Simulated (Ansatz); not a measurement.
# H6NSbSi: one species, many methods

Aim: compute H6NSbSi with functionals from several rungs and with coupled cluster, and see how far each lands from CCSD(T) at the basis-set limit for the atomisation energy.

Method: functionals in def2-TZVPP, the program's frozen cores in correlated methods; program: Ansatz 0.2.0, Gaussian basis.

Levels to be run: LDA (SPW92), PBE-D4, revPBE-D4, BLYP-D4, r2SCAN-D4, B97M-V, PBE0-D4, B3LYP-D4, r2SCANh-D4, r2SCAN0-D4, HSE06-D4, BHLYP-D4, CAM-B3LYP-D4, LC-ωPBE, ωB97X-V, ωB97M-V, B2PLYP, PBE-QIDH; CCSD(T)/def2-SVP; CCSD(T)/def2-TZVPP; MP2/def2-QZVPP; extrapolation to the limit; RPA on PBE.

**1. Structure used throughout**

An earlier PBE0-D4 in a triple-zeta def2 set relaxation fixed the geometry. Sb takes the def2 core potential; no spin-orbit term is included.

SMILES `[NH2][SbH][SiH3]`, 9 atoms, charge 0, spin multiplicity 1.

Atoms are counted from 1 here; the program's logs count them from 0.

Bond lengths: N1–Sb2 2.046 Å, N1–H4 1.012 Å, N1–H5 1.012 Å, Sb2–Si3 2.588 Å, Sb2–H6 1.711 Å, Si3–H7 1.489 Å, Si3–H8 1.490 Å, Si3–H9 1.489 Å. Angles: Sb2–N1–H4 110.7°, Sb2–N1–H5 113.7°, H4–N1–H5 107.9°, N1–Sb2–Si3 98.2°, N1–Sb2–H6 93.7°, Si3–Sb2–H6 90.0°, Sb2–Si3–H7 109.7°, Sb2–Si3–H8 110.4°, Sb2–Si3–H9 111.2°, H7–Si3–H8 108.1°, H7–Si3–H9 108.5°, H8–Si3–H9 108.9°.

**2. LDA**

This LDA is Slater exchange with PW92 correlation.

in.yaml

```yaml
crystal:
  periodic: [false, false, false]
  atoms:
    - {symbol: N, position_ang: [-0.047893, 0.620329, -1.934282]}
    - {symbol: Sb, position_ang: [1.099091, 0.995960, -0.282279]}
    - {symbol: Si, position_ang: [0.038665, -0.747715, 1.308754]}
    - {symbol: H, position_ang: [0.432534, -0.005784, -2.568289]}
    - {symbol: H, position_ang: [-0.950082, 0.214169, -1.720087]}
    - {symbol: H, position_ang: [0.035457, 2.193843, 0.320123]}
    - {symbol: H, position_ang: [0.618994, -2.091661, 1.038719]}
    - {symbol: H, position_ang: [-1.432430, -0.825300, 1.086466]}
    - {symbol: H, position_ang: [0.293964, -0.400243, 2.733775]}
basis:
  gaussian: {orbitals: def2-TZVPP}
hamiltonian: {xc: lda}
output: {orbitals: {seedname: orbitals}}
```

The runs that follow: PBE-D4 (GGA); revPBE-D4 (GGA); BLYP-D4 (GGA); r2SCAN-D4 (meta-GGA); B97M-V (meta-GGA); PBE0-D4 (hybrid); B3LYP-D4 (hybrid); r2SCANh-D4 (hybrid); r2SCAN0-D4 (hybrid); HSE06-D4 (hybrid); BHLYP-D4 (hybrid); CAM-B3LYP-D4 (range-separated); LC-ωPBE (range-separated); ωB97X-V (range-separated); ωB97M-V (range-separated); B2PLYP (double hybrid); PBE-QIDH (double hybrid); CCSD(T) in def2-SVP; CCSD(T) in def2-TZVPP; MP2 in def2-QZVPP; RPA on PBE orbitals.

**Question.** What will the summary of the whole plan be? Wanted: atomisation energy, CCSD(T)/CBS; farthest beyond LDA; mean size of error, GGA; mean size of error, meta-GGA; mean size of error, hybrid; mean size of error, range-separated; mean size of error, double hybrid; gap, smallest and largest; T1 diagnostic.

**Answer**, as computed:

```
                               quantity                                                              value
        atomisation energy, CCSD(T)/CBS                                                      2489.7 kJ/mol
 functionals within 24.9 kJ/mol (1.0 %)  PBE-D4, BLYP-D4, B97M-V, B3LYP-D4, CAM-B3LYP-D4, ωB97X-V, ωB97M-V
                    farthest beyond LDA                                            PBE-QIDH (-77.6 kJ/mol)
                mean size of error, GGA                                                        20.8 kJ/mol
           mean size of error, meta-GGA                                                        22.1 kJ/mol
             mean size of error, hybrid                                                        45.9 kJ/mol
    mean size of error, range-separated                                                        27.2 kJ/mol
      mean size of error, double hybrid                                                        62.0 kJ/mol
              gap, smallest and largest                          4.03 eV (LDA (SPW92)), 10.49 eV (LC-ωPBE)
                          T1 diagnostic                                                             0.0135
triples share of the correlation energy                                                              3.3 %
```

**Reading.** LDA overbinds by 331.7 kJ/mol (13 %). PBE-D4 misses by +3.9 kJ/mol. Double hybrids carry the basis error of their MP2 part in triple zeta, and no dispersion term here, so their miss is partly the set-up's. The rungs GGA, meta-GGA miss on average by less than the doubt on the reference (24.9 kJ/mol), so they tie. Misses under about 24.9 kJ/mol are within the doubt on the reference itself, which lacks core-valence correlation, spin-orbit coupling and higher excitations, and its outer-core shells are covered unevenly. All levels share the lack of spin-orbit coupling, which lowers the free heavy atoms and so the true binding. Hartree-Fock recovers 67 % of the binding; the rest is correlation. CCSD(T) in def2-SVP is off by -259.3 kJ/mol, which most functionals beat. Orbital gaps span 4.0 to 10.5 eV; exact exchange widens them. Correlated methods include outer-core shells of Sb, which these sets cover unevenly.
